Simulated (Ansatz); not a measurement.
# GeNH₂ (quartet): from Hartree-Fock to the top rungs at a displaced geometry (v1), cc-pVDZ

Aim: climb from Hartree-Fock through coupled cluster and multireference methods for GeNH₂ (quartet) at one geometry and basis, and see what each rung misses.

Computed with Ansatz 0.2.0, Gaussian basis. Level: cc-pVDZ, core rule «outside noble gas», up to 15 orbitals frozen.

To be run: UHF; CCSD(T) on ROHF; CCSD(T) on UHF; BCCD(T) on ROHF; CISD; CCSDT(Q) on ROHF; CCSDT(Q) on UHF; CASSCF and MRCISD+Q, 11 electrons in 10 orbitals; CASSCF and NEVPT2, 11 electrons in 10 orbitals.

23 further runs of the same task are left out: 6 that didn't finish, 17 set aside as unsound or not needed.

**1. The system**

The geometry is a PBE0/def2-TZVP stationary point (not a proven minimum) with its atoms shifted at random (size 0.040 Å). No spin-orbit coupling is included. The filled d shell of Ge may be among the frozen orbitals whatever the setting's name suggests; the logs give the count.

4 atoms, charge 0, spin multiplicity 4.

Atoms are counted from 1 here; the program's logs count them from 0.

Bond lengths: Ge1–N2 2.326 Å, N2–H3 1.095 Å, N2–H4 1.033 Å. Angles: Ge1–N2–H3 125.1°, Ge1–N2–H4 126.4°, H3–N2–H4 108.5°.

**2. UHF**

in.yaml reads:

```yaml
crystal:
  periodic: [false, false, false]
  atoms:
    - {symbol: Ge, position_ang: [0.000228, 0.002283, 0.434549]}
    - {symbol: N, position_ang: [-0.000605, -0.013860, -1.891860]}
    - {symbol: H, position_ang: [0.047359, 0.876321, -2.528390]}
    - {symbol: H, position_ang: [-0.055418, -0.848235, -2.498587]}
basis:
  gaussian: {orbitals: cc-pVDZ}
magnetization: {spin_polarized: true, initial_magnetization: 3}
hamiltonian: {xc: hf}
output: {orbitals: {seedname: orbitals}}
```

Started as:

```bash
$ ansatz run in.yaml --threads 1 --pin off --events-out ev --progress --plain --max-ram 2393MiB
```

Further steps of the session: CCSD(T) on ROHF; CCSD(T) on UHF; BCCD(T) on ROHF; CISD; CCSDT(Q) on ROHF; CCSDT(Q) on UHF; CASSCF and MRCISD+Q, 11 electrons in 10 orbitals; CASSCF and NEVPT2, 11 electrons in 10 orbitals.

**Question.** What will the summary of the whole plan be? Wanted: UCCSDT(Q) below the RHF energy; RMP2 from UCCSDT(Q); UMP2 from UCCSDT(Q); RCCSD from UCCSDT(Q); RCCSD(T) from UCCSDT(Q); UCCSD(T) from UCCSDT(Q); RCCSDT(Q) from UCCSDT(Q); NEVPT2 valence from UCCSDT(Q); MRCISD+Q valence from UCCSDT(Q).

**Answer**, as computed:

```
                         quantity                                                                     value
   UCCSDT(Q) below the RHF energy                                                                -6.5189 eV
              RMP2 from UCCSDT(Q)                                                               +1071.5 meV
              UMP2 from UCCSDT(Q)                                                               +1078.1 meV
             RCCSD from UCCSDT(Q)                                                                +171.0 meV
          RCCSD(T) from UCCSDT(Q)                                                                 +40.4 meV
          UCCSD(T) from UCCSDT(Q)                                                                 +32.2 meV
         RCCSDT(Q) from UCCSDT(Q)                                                                  +8.7 meV
    NEVPT2 valence from UCCSDT(Q)                                                               +1110.0 meV
  MRCISD+Q valence from UCCSDT(Q)                                                                 +32.8 meV
levels within 1 kcal/mol (43 meV)  RCCSD(T), UCCSD(T), BCCD(T), RCCSDT, UCCSDT, RCCSDT(Q), MRCISD+Q valence
                    T1 diagnostic                                                                     0.018
   effectively unpaired electrons                                                                      3.01
```

RCCSD(T) lands +40.4 meV from the yardstick (0.6 % of the correlation energy). One determinant dominates. Of the multireference levels listed MRCISD+Q valence comes nearest in total energy (+32.8 meV), which doesn't show that its space is the better one. These misses are within one basis, not against nature; the frozen cores of restricted and unrestricted runs differ, which can shift their rows.
